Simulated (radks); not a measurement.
**Zr³⁺ in [Kr] 4d0.75 5s0.25: an all-electron calculation**

The task here is to estimate one member of a computed series from the others.

Method: scalar-relativistic Kohn-Sham, HCTH/407, spin-unpolarised, spherical densities, finite nucleus. Code: radks (a radial shooting solver on a logarithmic mesh, Libxc functionals) version 1.

## What is computed

| Item | Value |
| --- | --- |
| element | zirconium (Z = 40) |
| charge | +3 |
| electrons | 37 |
| configuration | [Kr] 4d0.75 5s0.25 |
| nuclear rms radius | 4.2694 fm |

The first run:

Input:

```text
Z 40
configuration [Kr] 4d0.75 5s0.25 5p0 6s0 4f0 5d0
relativity scalar-relativistic
functional hcth_407
spin unpolarised
nucleus finite rms 4.2694 fm
c 137.035999084
```

Launch:

```
> python run_ks.py task.json out
```

This one command runs every case of the session in turn.

One table of the session follows, with a row left open; its other results are not shown here.

It belongs to the step «Shells». Radial moments (bohr):

```
level      <r>  outermost maximum (interpolated)  90 % within  nodes
   1s  0.03709                            0.0242       0.0664      0
   2s   0.1626                             0.137        0.251      1
   2p   0.1417                             0.109        0.231      0
   3s   0.4579                             0.408        0.677      2
   3p   0.4612                             0.402        0.698      1
   3d   0.4506                             0.346        0.724      0
   4s    1.197                              1.07         1.74      3
   4p    1.330                              1.17         1.96      2
   4d    1.808                              1.47         2.80      1
   5s    2.941                              2.72         4.18      4
   5p    3.365                              3.15         4.75      3
   5d    4.362                              4.16         6.26      2
   4f        ?                                 ?            ?      ?
```

Estimate the missing values for 4f.

As computed: <r>: 4.016; outermost maximum (interpolated): 3.65; 90 % within: 5.97; nodes: 0. In the column «<r>» it lies between 5p (3.365) and 5d (4.362).
